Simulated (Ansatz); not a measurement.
# PtSe₂: a line through an energy map

How does the energy of PtSe2 (P-3m1, No. 164; 3 atoms in the cell) vary with shift of Se2 along [0 0 1], at c/a of the conventional cell at fixed volume = 1.330?

The COD entry's cell or inner coordinates are ideal or old and differ from later refinements, so a difference from it is no clean test against experiment.

Method: DFT PBE+D3(BJ), scalar-relativistic, plane waves, PAW, in Ansatz 0.2.0.

5 further runs of the same task are left out: 1 that didn't finish, 4 set aside as unsound or not needed.

### Step 1. The structure to begin with

The structure is trigonal, space group P-3m1 (No. 164). The conventional cell has a = 3.772 Å, b = 3.772 Å, c = 4.822 Å, α = 90.00°, β = 90.00°, γ = 120.00°. Pt (site symmetry -3m) has 6 Se at 2.53 Å as nearest neighbours. Around Se (site symmetry 3m) lie 3 Pt at 2.53 Å.

Coordinates:

```cif
data_structure
_symmetry_space_group_name_H-M 'P-3m1'
_symmetry_Int_Tables_number 164
_cell_length_a 3.7715
_cell_length_b 3.7715
_cell_length_c 4.8219
_cell_angle_alpha 90.000
_cell_angle_beta 90.000
_cell_angle_gamma 120.000
_cell_volume 59.40
loop_
_atom_site_label
_atom_site_type_symbol
_atom_site_symmetry_multiplicity
_atom_site_Wyckoff_symbol
_atom_site_fract_x
_atom_site_fract_y
_atom_site_fract_z
_atom_site_occupancy
Pt1 Pt 1 a 0.00000 0.00000 0.00000 1
Se1 Se 2 d 0.33333 0.66667 0.26552 1
```

This cell was relaxed beforehand with the same method: volume 19.80 Å³/atom, gap on the mesh none (metal).

### Step 2. The scan

Atoms count from 1 in the order of the input.

The energy is mapped over a free internal coordinate and the cell.

- shift of Se2 along [0 0 1], its symmetry partners moved as symmetry demands (measured in the relaxed cell): 5 values from −0.303 to 0.303 Å
- c/a of the conventional cell at fixed volume: 5 values from 1.176 to 1.381

Nothing else is relaxed (all other coordinates fixed). Energies count from the relaxed crystal. Points are written as (first, second).

### Step 3. The run at (−0.303 Å, 1.330)

The input, input.yaml:

```yaml
crystal:
  lattice:
    - [3.7224757418, 0.0, 0.0]
    - [-1.8612378709, 3.2237585574, 0.0]
    - [0.0, 0.0, 4.9497759939]
  atoms:
    - { symbol: Pt, position: [0.0, 0.0, 0.0] }
    - { symbol: Se, position: [0.3333333333, 0.6666666667, 0.202683121] }
    - { symbol: Se, position: [0.6666666667, 0.3333333333, 0.797316879] }
basis:
  ecutwfc: 420
kpoints:
  mp_grid: { grid: [12, 12, 8] }
hamiltonian:
  xc: pbe
  pseudopotentials: { kind: paw, azcp: { folder: soft_1 } }
  dispersion: d3bj
scf:
  occupations: { method: gaussian, width: 0.15 }
output:
  forces: true
  stress: true
  eigenvalues: true
```

On the command line:

```console
$ ansatz run input.yaml --threads 1 --pin off --max-ram 2048MiB --backend cpu --events-out ev --progress --plain --runs-dir out
```

Further runs follow: the other points of the line.

Before running it: what results should come out? Wanted: for each run, shift of Se2 along [0 0 1], its symmetry partners moved as symmetry demands; energy; slope; pressure; largest force on an atom.

The runs gave:

```
shift of Se2 along [0 0 1], its symmetry partners moved as symmetry demands (measured in the relaxed cell) (Å)  step  energy (meV/atom)  slope (meV/atom per Å)  pressure (GPa)  band gap on the k-mesh (eV)  largest force on an atom (eV/Å)
                                                                                                        −0.303     3                429                   −2953            26.6                        0.197                             4.31
                                                                                                        −0.151     4                103                   −1378            12.1                        0.000                             2.01
                                                                                                         0.000     5                4.4                      32             1.1                        0.000                             0.05
                                                                                                         0.151     6                 94                    1072            −5.7                        0.000                             1.57
                                                                                                         0.303     7                313                    1837            −7.8                        0.000                             2.69
```

Energies count from the relaxed crystal. Slopes come from the forces (and the stress, where the cell changes), not from differences of energies.

Along the line the energy is lowest at 0.000 Å, 4.4 meV/atom from the zero. Energies and slopes round the minimum, fitted together, put the minimum at −0.0038 Å, with a curvature of about 8400 meV/atom per Å². The well is lopsided: two grid steps out, the energy rises by 425 meV/atom towards smaller values and 308 meV/atom towards larger ones. The highest point computed, at −0.303 Å, lies 425 meV/atom above the lowest. The gap on the mesh reads zero on part of the line; semilocal functionals close small gaps early. This is one cut through a surface in two coordinates; the map's lowest point lies off it. A rigid map gives upper bounds: relaxing the other coordinates can only lower a point. The gap on the mesh closes on part of the grid. These runs have no spin-orbit coupling; with Pt it would split and shift bands.
